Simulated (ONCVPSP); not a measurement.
# An ONCV potential for magnesium, from input to tests

Task: generate the file, and judge it by its errors in other configurations, its logarithmic derivatives, its ghosts and its cutoff.

The numbers are computed with ONCVPSP 4.0.1 (PBE, scalar-relativistic, spin-unpolarised reference atom).

## 1. The atom and the settings

Typed settings, in words:

* element: magnesium (Mg, Z = 12)
* type: optimised norm-conserving Vanderbilt (ONCV)
* frozen core: [He]
* valence charge: 10
* reference configuration: 2s2 2p6 3s2
* partial waves: 2s+3s: rc 1.10 bohr, ncon 5, nbas 9, qcut 13.8 1/bohr, 2 projectors; 2p: rc 1.30 bohr, ncon 4, nbas 8, qcut 12.8 1/bohr, 2 projectors, debl 0.6 Ha; d scattering state at 0.21 Ha: rc 1.10 bohr, ncon 5, nbas 9, qcut 9.7 1/bohr, local
* local potential: the d channel
* core correction: not asked for

The nodes and maxima of the atom's own shells, from an earlier all-electron run, set the scale for the radii.

All-electron outer shells of the reference configuration (PBE, scalar-relativistic, ld1.x):

| shell | level (eV) | outermost node (bohr) | outermost maximum (bohr) |
| --- | --- | --- | --- |
| 1s | -1259.65 | – | 0.09 |
| 2s | -79.85 | 0.18 | 0.54 |
| 2p | -46.61 | – | 0.48 |
| 3s | -4.70 | 0.90 | 2.56 |
| 3p | -1.33 | 0.96 | 3.46 |

## 2. Generation

File Mg.dat:

```
# ATOM AND REFERENCE CONFIGURATION
# atsym  z   nc   nv     iexc    psfile
  Mg 12.00    1    3        4      upf
#
#   n    l    f
    1    0    2.00
    2    0    2.00
    2    1    6.00
    3    0    2.00
#
# PSEUDOPOTENTIAL AND OPTIMIZATION
# lmax
    2
#
#   l,   rc,      ep,       ncon, nbas, qcut
    0    1.10    0.00    5    9   13.80
    1    1.30    0.00    4    8   12.80
    2    1.10    0.21    5    9    9.70
#
# LOCAL POTENTIAL
# lloc, lpopt,  rc(5),   dvloc0
    2    5    1.10    0.00
#
# VANDERBILT-KLEINMAN-BYLANDER PROJECTORs
# l, nproj, debl
    0    2    1.30
    1    2    0.60
    2    0    1.30
#
# MODEL CORE CHARGE
# icmod, fcfact, rcfact
    0    0.00    0.00
#
# LOG DERIVATIVE ANALYSIS
# epsh1, epsh2, depsh
   -4.00    5.00    0.02
#
# OUTPUT GRID
# rlmax, drl
    6.00    0.01
#
# TEST CONFIGURATIONS
# ncnf
    4
# nvcnf
#   n    l    f
    3
    2    0    2.00
    2    1    6.00
    3    0    1.00
#
    3
    2    0    2.00
    2    1    6.00
    3    0    0.00
#
    3
    2    0    2.00
    2    1    6.00
    3    0    1.50
#
    3
    2    0    2.00
    2    1    5.00
    3    0    2.00
#
```

Run with:

```sh
$ oncvpsp.x < Mg.dat > Mg.out
```

What does the calculation give? Wanted: cutoffs for 1 and 0.1 mHa per electron, occupied waves; bound ghosts; GHOST(+) flags; largest test error; largest phase difference near zero energy, channels read; projector energies reset by the program.

As calculated:

| quantity | value |
| --- | --- |
| cutoffs for 1 and 0.1 mHa per electron, occupied waves | 55 Ha and 68 Ha |
| bound ghosts | none found |
| GHOST(+) flags | none at low energy |
| largest test error (AE − PS) | +340 meV, for 2s2 2p5 3s2 |
| largest phase difference near zero energy, channels read | 0.000 rad |
| projector energies reset by the program | p: -1.713, 0.250 Ha |

By total energies transferability is poor: the largest error is 340 meV on 58.5 eV, for 2s2 2p5 3s2. That test lies far up in energy; among those under 40 eV, nearer to bonding, the largest error is 1.2 meV. The potential is hard: the looser tolerance needs 55 Ha. It is free of bound ghosts as far as tested. Near zero energy the phases of the channels with partial waves agree within 0.001 rad.
